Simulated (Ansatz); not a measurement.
# ZrH2 (singlet): wave-function methods side by side at angle H2–Zr1–H3 = 180.0°, def2-SVP

The task here is to estimate one member of a computed series from the others.

Computed with Ansatz 0.2.0, Gaussian basis. Level: def2-SVP, core rule «outside noble gas», up to 4 orbitals frozen.

Plan: UHF; CCSD(T) on RHF; CCSD(T) on UHF; CISD; CCSDT(Q) on RHF; CCSDT(Q) on UHF; CASSCF and MRCISD+Q, 2 electrons in 2 orbitals; CASSCF and NEVPT2, 2 electrons in 2 orbitals; Full CI.

21 further runs of the same task are left out: 14 for a known fault of the program, 5 that didn't finish, 2 set aside as unsound or not needed.

## The system

The geometry derives from a PBE0/def2-TZVP stationary point (not a proven minimum). One angle is set to the value named; bond lengths are kept. No spin-orbit coupling is included. Elements past krypton take def2 core potentials.

3 atoms, charge 0, spin multiplicity 1.

Atoms are counted from 1 here; the program's logs count them from 0.

Bond lengths: Zr1–H2 1.929 Å, Zr1–H3 1.929 Å. Angles: H2–Zr1–H3 180.0°.

Coordinates:

```xyz
3

Zr    0.0000    0.0000    0.0000
H     0.0000    0.0000   -1.9288
H     0.0000    0.0000    1.9288
```

The first run:

Input file in.yaml:

```yaml
crystal:
  periodic: [false, false, false]
  atoms:
    - {symbol: Zr, position_ang: [0.000000, 0.000000, 0.000000]}
    - {symbol: H, position_ang: [0.000000, 0.000000, -1.928800]}
    - {symbol: H, position_ang: [0.000000, 0.000000, 1.928800]}
basis:
  gaussian: {orbitals: def2-SVP}
magnetization: {spin_polarized: true, initial_magnetization: 0}
hamiltonian: {xc: hf}
output: {orbitals: {seedname: orbitals}}
```

Launch:

```
$ ansatz run in.yaml --threads 1 --pin off --events-out ev --progress --plain --max-ram 2393MiB
```

Steps of the session up to this table: UHF; CCSD(T) on RHF; CCSD(T) on UHF; CISD; CCSDT(Q) on RHF; CCSDT(Q) on UHF; CASSCF and MRCISD+Q, 2 electrons in 2 orbitals; CASSCF and NEVPT2, 2 electrons in 2 orbitals; Full CI.

One table of the session follows, with a row left open; its other results are not shown here.

```
   method  from FCI (kJ/mol)
      RHF             +298.6
     RMP2             +102.9
     CISD                  ?
    RCCSD              +17.9
 RCCSD(T)               +5.5
   RCCSDT               +0.6
RCCSDT(Q)               -0.1
      FCI                  0
```

Q: Estimate the row for CISD from the others.

The run gave: from FCI (kJ/mol): +43.3. In the column «from FCI (kJ/mol)» it lies between RCCSD (+17.9) and RMP2 (+102.9).

Not comparable, so not listed: CASSCF and MRCISD+Q, 2 electrons in 2 orbitals (they don't share determinant, frozen orbitals or solution with the rows shown, or repeat one).

Left out of the table: CASSCF pair, NEVPT2 pair (the active space lost an orbital or holds another state than full CI finds).

Caveats from the session: Left out of the table: UHF, UMP2, UCCSD, UCCSD(T), UCCSDT, UCCSDT(Q) (another determinant or state than the rows shown). Warnings in the runs' records: passed over end.
